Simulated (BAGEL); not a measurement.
# Two attempts at SiBrCl3 (bromotrichlorosilane)

Wanted: energy and forces of SiBrCl3 (bromotrichlorosilane), HF/6-31G (density fitting with svp-jkfit).

Program for the calculation: BAGEL 1.2.2.

7 further runs of the same task are left out: 1 that didn't finish, 6 set aside as unsound or not needed.

## Step 1: Starting point

SiBrCl3: 5 atoms, total charge 0, spin state singlet. SMILES: `Cl[Si](Cl)(Cl)Br`. The coordinates come from a PBE0-D4/def2-TZVP relaxation.

Bond lengths: Cl1–Si2 2.023 Å, Si2–Cl3 2.023 Å, Si2–Cl4 2.023 Å, Si2–Br5 2.188 Å. Angles: Cl1–Si2–Cl3 109.3°, Cl1–Si2–Cl4 109.3°, Cl1–Si2–Br5 109.7°, Cl3–Si2–Cl4 109.3°, Cl3–Si2–Br5 109.7°, Cl4–Si2–Br5 109.7°.

## Step 2: First attempt

Input file calc.json:

```json
{ "bagel" : [

{
  "title" : "molecule",
  "basis" : "6-31g.json",
  "geometry" : [
    { "atom" : "Cl", "xyz" : [    -1.61174741,    -0.41139338,     3.44232511 ] },
    { "atom" : "Si", "xyz" : [     0.00642507,    -0.08050233,    -0.00604712 ] },
    { "atom" : "Cl", "xyz" : [     3.19458201,    -2.18868080,    -0.11187179 ] },
    { "atom" : "Cl", "xyz" : [    -2.42962088,    -1.34113863,    -2.66980507 ] },
    { "atom" : "Br", "xyz" : [     0.93428060,     3.88225335,    -0.73302476 ] }
  ]
},

{
  "title" : "force",
  "method" : [
    { "title" : "hf" }
  ]
}

]}
```

Launch:

```console
$ BAGEL_NUM_THREADS=1 BAGEL calc.json > calc.out
```

What it wrote:

```text
* using 1 threads per process

  ===============================================================
  ===============================================================

  *** Geometry ***

  { "atom" : "Cl", "xyz" : [     -1.611747,     -0.411393,      3.442325 ] },
  { "atom" : "Si", "xyz" : [      0.006425,     -0.080502,     -0.006047 ] },
  { "atom" : "Cl", "xyz" : [      3.194582,     -2.188681,     -0.111872 ] },
  { "atom" : "Cl", "xyz" : [     -2.429621,     -1.341139,     -2.669805 ] },
  { "atom" : "Br", "xyz" : [      0.934281,      3.882253,     -0.733025 ] },

  Number of basis functions:       79
  Number of electrons      :      100

    * METHOD: MOLECULE                             0.00

  ERROR: EXCEPTION RAISED:  It seems that DF basis was not specified in molecule block
```

Run time: 0.25 s. Hardware: 1 thread of AMD EPYC 9R45 (Zen 5), shared host.

## Step 3: Reading the log

The program refused the input.

The log says `ERROR: EXCEPTION RAISED:  It seems that DF basis was not specified in molecule block`. What is wrong: no fitting set is given.

## Step 4: Try two

Input file input.json:

```json
{ "bagel" : [

{
  "title" : "molecule",
  "basis" : "6-31g.json",
  "df_basis" : "svp-jkfit",
  "geometry" : [
    { "atom" : "Cl", "xyz" : [ -1.61174741, -0.41139338,  3.44232511 ] },
    { "atom" : "Si", "xyz" : [  0.00642507, -0.08050233, -0.00604712 ] },
    { "atom" : "Cl", "xyz" : [  3.19458201, -2.18868080, -0.11187179 ] },
    { "atom" : "Cl", "xyz" : [ -2.42962088, -1.34113863, -2.66980507 ] },
    { "atom" : "Br", "xyz" : [  0.93428060,  3.88225335, -0.73302476 ] }
  ]
},
{
  "title" : "force",
  "method" : [
    {
      "title" : "hf"
    }
  ]
}

]}
```

The basis set 6-31G is read from a file made from the Basis Set Exchange's data (not shown).

Launch:

```console
$ BAGEL_NUM_THREADS=1 BAGEL input.json > input.out
```

What it wrote:

```text
* using 1 threads per process

  ===============================================================
  ===============================================================

  *** Geometry ***

  { "atom" : "Cl", "xyz" : [     -1.611747,     -0.411393,      3.442325 ] },
  { "atom" : "Si", "xyz" : [      0.006425,     -0.080502,     -0.006047 ] },
  { "atom" : "Cl", "xyz" : [      3.194582,     -2.188681,     -0.111872 ] },
  { "atom" : "Cl", "xyz" : [     -2.429621,     -1.341139,     -2.669805 ] },
  { "atom" : "Br", "xyz" : [      0.934281,      3.882253,     -0.733025 ] },

  Number of auxiliary basis functions:      778

  Since a DF basis is specified, we compute 2- and 3-index integrals:
    o Being stored without compression. Storage requirement is 0.039 GB

  Number of basis functions:       79
  Number of electrons      :      100

    * METHOD: MOLECULE                             0.69

  The gradients will be computed analytically.

  *** RHF ***

  === Nuclear Repulsion ===
   718.5685266422

      * DIIS with orbital gradients will be used.

  === RHF iteration (6-31g.json) ===
      0      -4239.30678913          0.00857218           0.21
      1      -4239.41584913          0.00363896           0.20
      2      -4239.43161512          0.00034215           0.20
      3      -4239.43192174          0.00011872           0.19
      4      -4239.43194504          0.00001783           0.20
      5      -4239.43194616          0.00000438           0.20
      6      -4239.43194621          0.00000114           0.19
      7      -4239.43194622          0.00000025           0.19
      8      -4239.43194622          0.00000010           0.19
      9      -4239.43194622          0.00000003           0.19
     10      -4239.43194622          0.00000001           0.19
    * SCF iteration converged.

    * Permanent dipole moment:
           (   -0.052005,    -0.222636,     0.040873) a.u.

  * Nuclear energy gradient

    o Atom   0
        x          0.0233519060
        y          0.0053843397
        z         -0.0495601905
    o Atom   1
        x         -0.0049085296
        y         -0.0208549192
        z          0.0038256506
    o Atom   2
        x         -0.0455385445
        y          0.0308542873
        z          0.0014007575
    o Atom   3
        x          0.0350789261
        y          0.0187177504
        z          0.0380780194
    o Atom   4
        x         -0.0079837574
        y         -0.0341014585
        z          0.0062557630
  * Gradient computed with                              5.57

    * METHOD: FORCE                                8.13

  ===============================================================
```

Run time: 9.3 s. Hardware: 1 thread of AMD EPYC 9R45 (Zen 5), shared host; peak memory 0.36 GiB.

## Step 5: Summary of results

Level: HF/6-31G (density fitting with svp-jkfit).

| quantity | value |
| --- | --- |
| total energy | -4239.43195 Eh |
| dipole moment | 0.59 D |
| largest force on an atom | 2.831 eV/Å |

In words: The largest force is 2.83 eV/Å: the shape isn't a stationary point for this species at this level.
